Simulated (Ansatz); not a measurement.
# AsH5Sn: the cost of one run

Computed with Ansatz 0.2.0, Gaussian basis. Level: PBE0-D4/def2-TZVP structures, single points in def2-TZVPP, no counterpoise correction.

Levels: SPW92, PBE-D4, BLYP-D4, r2SCAN-D4, B97M-V, PBE0-D4, B3LYP-D4, r2SCAN0-D4, BHLYP-D4, CAM-B3LYP-D4, wB97X-V, wB97M-V, B2PLYP, PBE-QIDH, RPA on PBE, Hartree-Fock, MP2, CCSD, CCSD(T).

Cores are frozen in the correlated methods. Filled d shells of the heavier atoms are correlated. Core potentials replace the inner electrons past krypton, and spin-orbit coupling is left out. B3LYP uses VWN-RPA correlation. B2PLYP carries no dispersion term here.

88 further runs of the same task are left out: 88 set aside as unsound or not needed.

**1. The system as given**

The complex: 10 atoms, charge 0, spin multiplicity 1.

Atoms are counted from 1 here; the program's logs count them from 0.

Bond lengths: Sn1–H3 1.705 Å, Sn1–H4 1.704 Å, Sn1–H5 1.716 Å, Sn1–As7 2.605 Å, O2–H6 0.961 Å, O2–H8 0.960 Å, As7–H9 1.524 Å, As7–H10 1.522 Å. Angles: H3–Sn1–H4 110.5°, H3–Sn1–H5 107.7°, H3–Sn1–As7 109.2°, H4–Sn1–H5 108.4°, H4–Sn1–As7 111.6°, H5–Sn1–As7 109.3°, H6–O2–H8 105.4°, Sn1–As7–H9 93.7°, Sn1–As7–H10 91.6°, H9–As7–H10 91.8°.

As a file:

```csv
atom,x (Å),y (Å),z (Å)
Sn1,-0.3031,0.6603,-1.1637
O2,-1.1818,-0.2359,1.7736
H3,-1.9027,0.0765,-1.2564
H4,-0.2323,2.0573,-0.1905
H5,0.1923,1.0811,-2.7514
H6,-1.3618,-1.1745,1.8700
As7,1.2459,-1.2241,-0.2484
H8,-0.6964,0.0138,2.5634
H9,2.3150,-0.9950,-1.3098
H10,1.9248,-0.2595,0.7133
```

Its parts: SnAsH5 holds atoms 1, 3, 4, 5, 7, 9, 10; H2O holds atoms 2, 6, 8. Each part counts its atoms afresh in its own runs.

**2. Relaxing SnAsH5 alone**

The input, relax-a/in.yaml:

```yaml
crystal:
  periodic: [false, false, false]
  atoms:
    - {symbol: Sn, position_ang: [-0.303099, 0.660297, -1.163743]}
    - {symbol: H, position_ang: [-1.902715, 0.076544, -1.256416]}
    - {symbol: H, position_ang: [-0.232253, 2.057269, -0.190511]}
    - {symbol: H, position_ang: [0.192316, 1.081100, -2.751416]}
    - {symbol: As, position_ang: [1.245876, -1.224135, -0.248444]}
    - {symbol: H, position_ang: [2.314992, -0.995013, -1.309791]}
    - {symbol: H, position_ang: [1.924807, -0.259495, 0.713284]}
basis:
  gaussian: {orbitals: def2-TZVP}
hamiltonian: {xc: pbe0, dispersion: d4}
relax: {f_tol: 0.005, max_steps: 200}
```

On the command line:

```sh
$ ansatz run in.yaml --threads 8 --pin off --events-out ev --progress --plain --max-ram 19148MiB
```

**Question.** How long does this run take on 8 threads of Arm Neoverse V2, shared host?

About 21 s.
